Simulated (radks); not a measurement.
**Sc⁴⁺ in [Ne] 3s2 3p5: an all-electron calculation**

One table from this session's results is given with a row withheld; the runs are named, their logs left out.

Program: radks (a radial shooting solver on a logarithmic mesh, Libxc functionals) version 1. Level of theory: scalar-relativistic Kohn-Sham, SCAN, spin-polarised, spherical densities, finite nucleus; open shells are filled with parallel spins first. These are calculated values, not measurements, unless marked.

## The system

- element: scandium (Z = 21)
- charge: +4
- electrons: 17
- configuration: [Ne] 3s2 3p5
- nuclear rms radius: 3.5459 fm

Outer shells as boxes (Hund's rule):

Sc⁴⁺
```
[Ne] core
3s [↑↓]
3p [↑↓][↑↓][↑ ]
```

The first run:

Settings of this run:

```text
Z 21
configuration [Ne] 3s2 3p5
relativity scalar-relativistic
functional scan,scan
spin polarised
nucleus finite rms 3.5459 fm
c 137.035999084
```

Launch:

```
$ python run_ks.py task.json out
```

This one command runs every case of the session in turn.

One of the session's tables, all rows but one given; the rest of the session is left out.

It belongs to the step «Radial structure». From the orbitals of this run (lengths in bohr):

```
  level      <r>  outermost maximum (interpolated)  90 % within  nodes
  1s up  0.07307                            0.0478        0.130      0
1s down  0.07306                            0.0478        0.130      0
  2s up   0.3420                             0.283        0.532      1
2s down   0.3420                             0.283        0.531      1
  2p up   0.3068                             0.232        0.505      0
2p down   0.3068                             0.232        0.505      0
  3s up        ?                                 ?            ?      ?
3s down    1.036                             0.911         1.54      2
  3p up    1.087                             0.939         1.64      1
3p down    1.093                             0.941         1.65      1
```

Estimate the missing values for 3s up.

As computed: <r>: 1.032; outermost maximum (interpolated): 0.909; 90 % within: 1.53; nodes: 2. In the column «<r>» it lies between 2s down (0.3420) and 3s down (1.036).

Caveats from the session: Open shells are spherical and high-spin; term and fine-structure splittings are not resolved.
